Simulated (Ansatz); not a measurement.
# Ca2Ge3N: the cost of one run

Method: DFT PBE, scalar-relativistic, plane waves, PAW, in Ansatz 0.2.0.

## (1) Starting point

The structure is hexagonal, space group P6/mmm (No. 191). Conventional cell: a = 5.832 Å, b = 5.832 Å, c = 3.659 Å, α = 90.00°, β = 90.00°, γ = 120.00°. Ca (site symmetry -6m2) has 6 Ge at 2.49 Å and 3 Ca at 3.37 Å and 3 N at 3.37 Å as nearest neighbours. Ge (site symmetry mmm) is surrounded by 4 Ca at 2.49 Å and 4 Ge at 2.92 Å and 4 N at 3.44 Å. Around N (site symmetry 6/mmm) lie 6 Ca at 3.37 Å and 12 Ge at 3.44 Å.

Coordinates:

```
CELL_PARAMETERS angstrom
5.83241 0.00000 0.00000
-2.91620 5.05101 0.00000
0.00000 0.00000 3.65851
ATOMIC_POSITIONS crystal
Ca 0.33333 0.66667 0.00000
Ca 0.66667 0.33333 0.00000
Ge 0.50000 0.00000 0.50000
Ge 0.50000 0.50000 0.50000
Ge 0.00000 0.50000 0.50000
N 0.00000 0.00000 0.00000
```

A structure generator made this guess: species swapped into a database cell of HfCo3B2 (P6/mmm, No. 191), with N on the Hf sites, Ge on the Co sites and Ca on the B sites. Its size is a rough estimate.

## (2) Probe: one point on a coarse mesh

input.yaml reads:

```yaml
crystal:
  lattice:
    - [5.83240842, 0.0, 0.0]
    - [-2.91620421, 5.05101385, 0.0]
    - [0.0, 0.0, 3.65851062]
  atoms:
    - { symbol: Ca, position: [0.33333333, 0.66666667, 0.0] }
    - { symbol: Ca, position: [0.66666667, 0.33333333, 0.0] }
    - { symbol: Ge, position: [0.5, 0.0, 0.5] }
    - { symbol: Ge, position: [0.5, 0.5, 0.5] }
    - { symbol: Ge, position: [0.0, 0.5, 0.5] }
    - { symbol: "N", position: [0.0, 0.0, 0.0] }
basis:
  ecutwfc: 420
kpoints:
  mp_grid: { grid: [3, 3, 6] }
hamiltonian:
  xc: pbe
scf:
  occupations: { method: gaussian, width: 0.1 }
  lower_state_search: "off"
output:
  forces: true
  stress: true
  eigenvalues: true
```

On the command line:

```console
$ ansatz run input.yaml --threads 1 --pin off --max-ram 2560MiB --backend cpu --events-out ev --progress --plain --runs-dir out
```

Q: Estimate wall time and peak memory on 1 thread of Intel Xeon Platinum 8259CL at 2.50GHz (Skylake/Cascade Lake), shared host.

About 4.1 s, with a peak of 0.43 GiB.
